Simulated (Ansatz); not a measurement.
**Cu2As3 under changes of volume**

One of the cells (17.365 Å³/atom); the others are scaled copies at fixed shape and fractional positions:

```
CELL_PARAMETERS angstrom
4.05733 0.00000 0.00000
-2.02867 3.51375 0.00000
0.00000 0.00000 6.09021
ATOMIC_POSITIONS crystal
As 0.66667 0.33333 0.64934
As 0.33333 0.66667 0.35066
As 0.00000 0.00000 0.00000
Cu 0.66667 0.33333 0.21697
Cu 0.33333 0.66667 0.78303
```

The cell comes from a database or a generator and needn't be the stable form of this composition.

| Property | Result |
| --- | --- |
| Program | Ansatz 0.2.0 |
| Functional | PBE |
| Potentials or basis | Ansatz PAW |
| Cutoff | 420 eV (not typed: the program's choice for these potentials) |
| k mesh | 8 × 8 × 5 |
| Occupations | fermi-dirac, width 0.05 eV |
| Spin | no spin polarisation |

```tsv
volume (Å³/atom)	energy over the lowest point (meV/atom)	pressure (GPa)	largest force (eV/Å)
16.323	26.62	7.7	0.161
16.670	12.72	5.2	0.116
17.018	?	?	?
17.365	0.00	0.9	0.037
17.712	0.14	-0.9	0.021
18.060	4.02	-2.6	0.031
18.407	11.22	-4.0	0.060
```

What does the run at 17.018 Å³/atom give?

Energy over the lowest point 4.03 meV/atom; pressure 2.9 GPa; largest force 0.075 eV/Å.

Worked out: A Birch-Murnaghan fit of order 3 (a polynomial in V^(-2/3)) to the other rows has its minimum at 17.52 Å³/atom with B0 = V·E''(V) = 92 GPa and B' = 4.6 at fixed shape and positions, which overstates the stiffness. It gives 4.02 meV/atom at 17.018 Å³/atom, against the run's 4.03, and -dE/dV = 2.9 GPa, against 2.9.

Energies are extrapolated to zero smearing.
